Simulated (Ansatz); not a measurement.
**C₂H₉FSi₂: up Jacob's ladder to CCSD(T)**

One table from this session's results is given with a row withheld; the runs are named, their logs left out.

The runs use Ansatz 0.2.0, Gaussian basis; functionals in def2-TZVPP, the program's frozen cores in correlated methods.

Levels to be run: PBE-D4, r2SCAN-D4, PBE0-D4, B3LYP-D4, ωB97X-V, ωB97M-V, B2PLYP; CCSD(T)/def2-TZVPP; MP2/def2-QZVPP; extrapolation to the limit.

**Structure used throughout**

The geometry comes from an earlier relaxation with PBE0-D4 in a triple-zeta def2 set; it is a stationary point, not always the lowest conformer.

SMILES `C[SiH]([SiH3])CF`, 14 atoms, charge 0, spin multiplicity 1.

Atoms are counted from 1 here; the program's logs count them from 0.

Bond lengths: C1–Si2 1.873 Å, C1–H6 1.093 Å, C1–H7 1.092 Å, C1–H8 1.092 Å, Si2–Si3 2.342 Å, Si2–C4 1.901 Å, Si2–H9 1.494 Å, Si3–H10 1.488 Å, Si3–H11 1.490 Å, Si3–H12 1.489 Å, C4–F5 1.395 Å, C4–H13 1.096 Å, C4–H14 1.095 Å. Angles: Si2–C1–H6 110.8°, Si2–C1–H7 110.2°, Si2–C1–H8 111.2°, H6–C1–H7 108.2°, H6–C1–H8 108.2°, H7–C1–H8 108.2°, C1–Si2–Si3 111.7°, C1–Si2–C4 110.0°, C1–Si2–H9 110.6°, Si3–Si2–C4 109.2°, Si3–Si2–H9 109.2°, C4–Si2–H9 105.9°, Si2–Si3–H10 110.9°, Si2–Si3–H11 110.2°, Si2–Si3–H12 110.5°, H10–Si3–H11 108.2°, H10–Si3–H12 108.6°, H11–Si3–H12 108.3° and more.

The first run:

Contents of in.yaml:

```yaml
crystal:
  periodic: [false, false, false]
  atoms:
    - {symbol: C, position_ang: [-0.823331, -0.454631, 1.630089]}
    - {symbol: Si, position_ang: [-0.340543, -0.438286, -0.179347]}
    - {symbol: Si, position_ang: [1.985230, -0.426819, -0.456476]}
    - {symbol: C, position_ang: [-1.081229, 1.089317, -1.035377]}
    - {symbol: F, position_ang: [-0.544757, 2.252021, -0.482869]}
    - {symbol: H, position_ang: [-1.909226, -0.503617, 1.741992]}
    - {symbol: H, position_ang: [-0.469756, 0.454227, 2.122250]}
    - {symbol: H, position_ang: [-0.388870, -1.312815, 2.147256]}
    - {symbol: H, position_ang: [-0.913550, -1.622346, -0.887165]}
    - {symbol: H, position_ang: [2.601046, 0.712245, 0.276279]}
    - {symbol: H, position_ang: [2.572274, -1.690809, 0.069238]}
    - {symbol: H, position_ang: [2.338890, -0.311449, -1.898243]}
    - {symbol: H, position_ang: [-2.169130, 1.129396, -0.908913]}
    - {symbol: H, position_ang: [-0.869851, 1.094466, -2.109716]}
basis:
  gaussian: {orbitals: def2-TZVPP}
hamiltonian: {xc: pbe, dispersion: d4}
output: {forces: true, orbitals: {seedname: orbitals}}
```

Started as:

```console
> ansatz run in.yaml --threads 4 --pin off --events-out ev --progress --plain --max-ram 10444MiB
```

Steps of the session up to this table: PBE-D4 (GGA); r2SCAN-D4 (meta-GGA); PBE0-D4 (hybrid); B3LYP-D4 (hybrid); ωB97X-V (range-separated); ωB97M-V (range-separated); B2PLYP (double hybrid); CCSD(T) in def2-TZVPP; MP2 in def2-QZVPP.

One of the session's tables, all rows but one given; the rest of the session is left out.

```
            method  atomisation energy (eV)
            PBE-D4                   49.902
         r2SCAN-D4                   49.650
           PBE0-D4                   49.436
          B3LYP-D4                   49.582
           ωB97X-V                   49.870
           ωB97M-V                   49.656
            B2PLYP                   48.948
     HF/def2-TZVPP                   37.388
    MP2/def2-TZVPP                   48.561
   CCSD/def2-TZVPP                   47.896
CCSD(T)/def2-TZVPP                   48.426
           MP2/CBS                        ?
       CCSD(T)/CBS                   49.605
```

Q: Estimate the row for MP2/CBS from the others.

The run gave: atomisation energy (eV): 49.739. In the column «atomisation energy (eV)» it lies between ωB97M-V (49.656) and ωB97X-V (49.870).
